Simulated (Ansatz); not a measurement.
# AlBrH4: the cost of one run

Method: RKS PBE0-D4/def2-SVP, in Ansatz 0.2.0.

### Step 1. Starting point

Bond lengths: Al1–H3 1.560 Å, Al1–H4 1.560 Å, Al1–Br5 2.710 Å. Angles: H3–Al1–H4 120.0°, H3–Al1–Br5 97.0°, H4–Al1–Br5 101.2°.

Structure file:

```xyz
6

Al    0.0000    0.0000    0.0000
H     0.0000    0.0000    1.9100
H     1.3510    0.0000   -0.7800
H    -1.3510    0.0000   -0.7800
Br    0.1133   -2.5693    0.8545
H     0.0424   -0.9624    2.0002
```

### Step 2. A restrained relaxation towards end A

Springs on the bonds that form and break draw the guess towards this end; the thresholds are loose.

Input file input.yaml:

```yaml
crystal:
  periodic: [false, false, false]
  atoms:
    - { symbol: Al, position_ang: [0.0, 0.0, 0.0] }
    - { symbol: H, position_ang: [0.0, 0.0, 1.91] }
    - { symbol: H, position_ang: [1.351, 0.0, -0.78] }
    - { symbol: H, position_ang: [-1.351, 0.0, -0.78] }
    - { symbol: Br, position_ang: [0.1133, -2.5693, 0.8545] }
    - { symbol: H, position_ang: [0.0424, -0.9624, 2.0002] }
basis:
  gaussian: { orbitals: def2-SVP }
hamiltonian:
  xc: pbe0
  dispersion: d4
relax:
  f_tol: 0.15
  max_steps: 25
  restrain:
    - { distance: [0, 4], at: 3.61, k: 30.0 }
    - { distance: [5, 1], at: 1.86, k: 30.0 }
    - { distance: [0, 1], at: 1.56, k: 30.0 }
    - { distance: [5, 4], at: 1.55, k: 30.0 }
output:
  orbitals: {}
```

Run with:

```console
$ ansatz run input.yaml --threads 1 --pin off --max-ram 2048MiB --backend cpu --events-out ev --progress --plain --runs-dir out
```

What time and memory should one allow on 1 thread of Arm Neoverse V1, shared host?

About 15 s, with a peak of 0.13 GiB.
